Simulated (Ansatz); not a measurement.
This script for a reaction energy of HfPbO3 from HfO2 and PbO with Ansatz 0.2.0, Python API holds a mistake.

The script, `reaction_hfpbo3.py`:
```python
# -*- coding: utf-8 -*-
"""Reaction energy of HfPbO3 from HfO2 and PbO, after relaxing atoms and volume at fixed cell shape."""

from collections import Counter

import ansatz as az
import numpy as np

PHASES = {
    "HfPbO3 Pm-3m": (
        [[4.155481, 0.0, 0.0], [0.0, 4.155481, 0.0], [0.0, 0.0, 4.155481]],
        [
            ("Hf", [0.5, 0.5, 0.5]),
            ("Pb", [0.0, 0.0, 0.0]),
            ("O", [0.0, 0.5, 0.5]),
            ("O", [0.5, 0.0, 0.5]),
            ("O", [0.5, 0.5, 0.0]),
        ],
    ),
    "HfO2 Fm-3m": (
        [[0.0, 2.5575, 2.5575], [2.5575, 0.0, 2.5575], [2.5575, 2.5575, 0.0]],
        [
            ("Hf", [0.0, 0.0, 0.0]),
            ("O", [0.25, 0.25, 0.25]),
            ("O", [0.75, 0.75, 0.75]),
        ],
    ),
    "PbO P4/nmm": (
        [[3.99, 0.0, 0.0], [0.0, 3.99, 0.0], [0.0, 0.0, 5.01]],
        [
            ("Pb", [0.0, 0.5, 0.24]),
            ("Pb", [0.5, 0.0, 0.76]),
            ("O", [0.0, 0.0, 0.0]),
            ("O", [0.5, 0.5, 0.0]),
        ],
    ),
}


def build(vectors, sites):
    crystal = az.Crystal(lattice=az.Lattice.of(vectors))
    for symbol, position in sites:
        crystal = crystal.atom(symbol, position)
    return crystal


def run_phase(name, crystal):
    calc = (
        crystal.calculation()
        .functional("LDA")
        .basis(550)
        .kpoints(spacing=0.3)
        .occupations("fixed")
        .mixing("anderson", beta=0.005, ndim=1)
        .scf(max_iterations=85)
        .stress()
    )
    calc = calc.relax(force_tolerance=0.02, max_steps=30, fix_cell=["shape"])
    return calc.run(threads=1, pin="off")


def counts(outcome):
    return Counter(site.symbol for site in outcome.lattice.sites)


def volume_per_atom(outcome):
    return abs(np.linalg.det(outcome.lattice.cell_ang)) / len(outcome.lattice.sites)

phases = {name: build(*cell) for name, cell in PHASES.items()}

done = {}
for name, crystal in phases.items():
    done[name] = run_phase(name, crystal)
    print(f"{name}: {done[name].report['free_energy_ev']:.4f} eV, {len(done[name].lattice.sites)} atoms")

# cells of each reactant that make one cell of the product
elements = sorted(counts(done["HfPbO3 Pm-3m"]))
matrix = np.array([[counts(done[name])[e] for name in ("HfO2 Fm-3m", "PbO P4/nmm")] for e in elements], float)
x = np.linalg.lstsq(matrix, [counts(done["HfPbO3 Pm-3m"])[e] for e in elements], rcond=None)[0]
energy = done["HfPbO3 Pm-3m"].report["free_energy_ev"] - sum(k * done[name].report["free_energy_ev"] for k, name in zip(x, ("HfO2 Fm-3m", "PbO P4/nmm")))
n = len(done["HfPbO3 Pm-3m"].lattice.sites)
before = sum(k * len(done[name].lattice.sites) * volume_per_atom(done[name]) for k, name in zip(x, ("HfO2 Fm-3m", "PbO P4/nmm"))) / n
print(f"{x[0]:.3f} cells of HfO2 Fm-3m + {x[1]:.3f} cells of PbO P4/nmm -> 1 cell of HfPbO3 Pm-3m")
print(f"reaction energy {1000 * energy / n:+.1f} meV/atom ({96.4853 * energy / n:+.2f} kJ per mole of atoms)")
print(f"volume per atom {before:.3f} -> {volume_per_atom(done['HfPbO3 Pm-3m']):.3f} A^3")
```

```console
$ python reaction_hfpbo3.py
Traceback (most recent call last):
  File "reaction_hfpbo3.py", line 73, in <module>
    done[name] = run_phase(name, crystal)
                 ~~~~~~~~~^^^^^^^^^^^^^^^
  File "reaction_hfpbo3.py", line 59, in run_phase
    return calc.run(threads=1, pin="off")
           ~~~~~~~~^^^^^^^^^^^^^^^^^^^^^^
  ...
ansatz.NonConvergedError: did not converge after 85 iterations: dr2 = 4.38e-2 (threshold 1.00e-7), under the density mixer `anderson`; at k-index 3, counted from 0 in this SCF's own list of k-points, the highest band that the last eigensolve's fill by count filled, 10.851032 eV, and the lowest that it left empty, 13.146246 eV, lay 2.295e0 eV apart, the closest at any k-point: where those lie closer than the levels still move from one iteration to the next, and no symmetry of the run holds them equal, such a fill need not settle, and opposed starting moments at zero total moment, or else a narrow smearing, may settle it (`scf.occupations.method`, Limitations, in the input reference); raise `scf.max_iter`, which need not help a stalled SCF, or adjust the mixing (`scf.mixing`) or, under a smearing, its width (`scf.occupations.width`, in either direction: another width is another result); this SCF holds its density and magnetisation to the symmetry operations that it keeps, and cannot end on a state that breaks one of them: if the state sought breaks one, re-run with `crystal.symmetry.detect: false`, without `crystal.symmetry.time_reversal: true`, on a non-collinear deck whose state [...]
$ echo $?
1
```
(Library frames cut from the traceback.)

Why does it end like this?

The fault: the mixing step is far too small. Mended:

```diff
--- before
+++ after
@@ -51,6 +51,5 @@
         .basis(550)
+        .scf(max_iterations=85)
         .kpoints(spacing=0.3)
         .occupations("fixed")
-        .mixing("anderson", beta=0.005, ndim=1)
-        .scf(max_iterations=85)
         .stress()
```

After the fix:

Output of `python reaction_hfpbo3.py`:
```text
HfPbO3 Pm-3m: -28750.1429 eV, 5 atoms
HfO2 Fm-3m: -16593.0062 eV, 3 atoms
PbO P4/nmm: -24314.5911 eV, 4 atoms
1.000 cells of HfO2 Fm-3m + 0.500 cells of PbO P4/nmm -> 1 cell of HfPbO3 Pm-3m
reaction energy +31.8 meV/atom (+3.06 kJ per mole of atoms)
volume per atom 13.914 -> 13.617 A^3
```

Caveats:
- Total energies depend on the potentials; only differences at equal settings carry meaning.
- Spin is left out of this run.
- Atoms and volume are relaxed with the cell's shape held, which in cells of lower than cubic symmetry can hide stresses and shift volumes.
- Spin-orbit coupling, which matters for elements this heavy, is left out.
- The cells come from databases of deposited and of computed structures, and not all need be stable phases.
- The reactants and the product are the structures named, not necessarily the lowest of each compound, so sign and change of volume hang on that choice. A semilocal functional's error on such energies is often 0.05 to 0.1 eV an atom, and 0.1 to 0.3 eV against gases such as O2 or F2.
- Finished in 42 s on 1 thread of Arm Neoverse V2, with other jobs on the host, peak memory 0.46 GiB.
